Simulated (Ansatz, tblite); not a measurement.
# The cluster Mg₃N₂: rung by rung

How do method and basis change the picture of the cluster Mg₃N₂ (singlet)?

Computed with Ansatz 0.2.0, Gaussian basis. Level: as each input shows.

Plan: GFN1-xTB, GFN2-xTB, PBE-D4/def2-TZVP, r2SCAN-D4/def2-TZVP, CAM-B3LYP-D4/def2-TZVP, HSE06-D4/def2-TZVP, LC-ωPBE/def2-TZVP, ωB97M-V/def2-TZVP, ωB97X-V/def2-TZVP, PBE-D4/def2-SVP, PBE0-D4/def2-SVP, HF/6-31G, B3LYP-D4/6-31G, PBE0-D4/def2-TZVPD, PBE-D4/def2-TZVPD, r2SCAN-D4/def2-TZVPD, CCSD(T)/def2-TZVPP, MP2/def2-TZVP, RPA/def2-TZVP.

3 further runs of the same task are left out: 1 that didn't finish, 2 set aside as unsound or not needed.

## (1) The geometry

The geometry is that of the singlet, from an earlier relaxation (PBE-D4/def2-SVP). At that level it is the lowest of the isomers that a small search found.

5 atoms, charge 0, spin multiplicity 1.

Bond lengths: Mg1–N4 2.031 Å, Mg1–N5 2.031 Å, Mg2–N4 2.031 Å, Mg2–N5 2.031 Å, Mg3–N4 2.031 Å, Mg3–N5 2.031 Å. Angles: N4–Mg1–N5 62.5°, N4–Mg2–N5 62.5°, N4–Mg3–N5 62.5°, Mg1–N4–Mg2 95.5°, Mg1–N4–Mg3 95.5°, Mg2–N4–Mg3 95.5°, Mg1–N5–Mg2 95.5°, Mg1–N5–Mg3 95.5°, Mg2–N5–Mg3 95.5°.

PBE0-D4/def2-TZVP was run before; its log isn't repeated, and its numbers join the tables.

## (2) GFN1-xTB

Tight binding, by tblite at 300 K electronic temperature and without a spin-polarisation term:

```python
tblite.interface.Calculator('GFN1-xTB', numbers, positions, charge=0, uhf=0).singlepoint()
```

Energy -226.6102 eV, HOMO -8.75 eV, LUMO -8.06 eV; 0.005 s.

## (3) GFN2-xTB

Tight binding, by tblite at 300 K electronic temperature and without a spin-polarisation term:

```python
tblite.interface.Calculator('GFN2-xTB', numbers, positions, charge=0, uhf=0).singlepoint()
```

Energy -199.7874 eV, HOMO -8.91 eV, LUMO -7.31 eV; 0.01 s.

## (4) PBE-D4/def2-TZVP

start.molden holds the orbitals of an earlier run on this state, given as this run's starting guess.

in.yaml reads:

```yaml
crystal:
  periodic: [false, false, false]
  atoms:
    - {symbol: Mg, position_ang: [0.196104, 0.169365, 1.717232]}
    - {symbol: Mg, position_ang: [1.390995, 0.024383, -1.039331]}
    - {symbol: Mg, position_ang: [-1.587022, -0.193735, -0.678020]}
    - {symbol: N, position_ang: [0.087834, -1.045551, 0.093140]}
    - {symbol: N, position_ang: [-0.087911, 1.045538, -0.093021]}
basis:
  gaussian: {orbitals: def2-TZVP, initial_orbitals: start.molden}
hamiltonian: {xc: pbe, dispersion: d4}
scf: {omitted_lower_state_checks: [starts]}
output: {forces: true, orbitals: {seedname: orbitals}}
```

On the command line:

```bash
ansatz run in.yaml --threads 4 --pin off --events-out ev --progress --plain --max-ram 3916MiB
```

After this run come: r2SCAN-D4/def2-TZVP; CAM-B3LYP-D4/def2-TZVP; HSE06-D4/def2-TZVP; LC-ωPBE/def2-TZVP; ωB97M-V/def2-TZVP; ωB97X-V/def2-TZVP; PBE-D4/def2-SVP; PBE0-D4/def2-SVP; HF/6-31G; B3LYP-D4/6-31G; PBE0-D4/def2-TZVPD; PBE-D4/def2-TZVPD; r2SCAN-D4/def2-TZVPD; CCSD(T)/def2-TZVPP; MP2/def2-TZVP; RPA/def2-TZVP.

Q: Predict the results of all the runs planned. Wanted: gap in def2-TZVP, named functionals, smallest and largest; correlation energy, CCSD(T)/def2-TZVPP; correlation energy, MP2/def2-TZVP; binding an atom, functionals in def2-TZVP; PBE0 total energy, smallest basis above largest.

As calculated:

| quantity | value |
| --- | --- |
| gap in def2-TZVP, named functionals, smallest and largest | 1.12 eV (PBE-D4), 4.53 eV (ωB97X-V) |
| correlation energy, CCSD(T)/def2-TZVPP | -30.31 eV |
| correlation energy, MP2/def2-TZVP | -29.27 eV |
| binding an atom, functionals in def2-TZVP | 1.36 (LC-ωPBE) to 1.81 eV (PBE-D4) |
| PBE0 total energy, smallest basis above largest | 9.46 eV (def2-SVP, def2-TZVPD) |

**Reading.** Over the named functionals in def2-TZVP the gap runs from 1.12 eV (PBE-D4) to 4.53 eV (ωB97X-V); exact exchange widens it. Notes on CCSD(T)/def2-TZVPP: large T1 diagnostic.
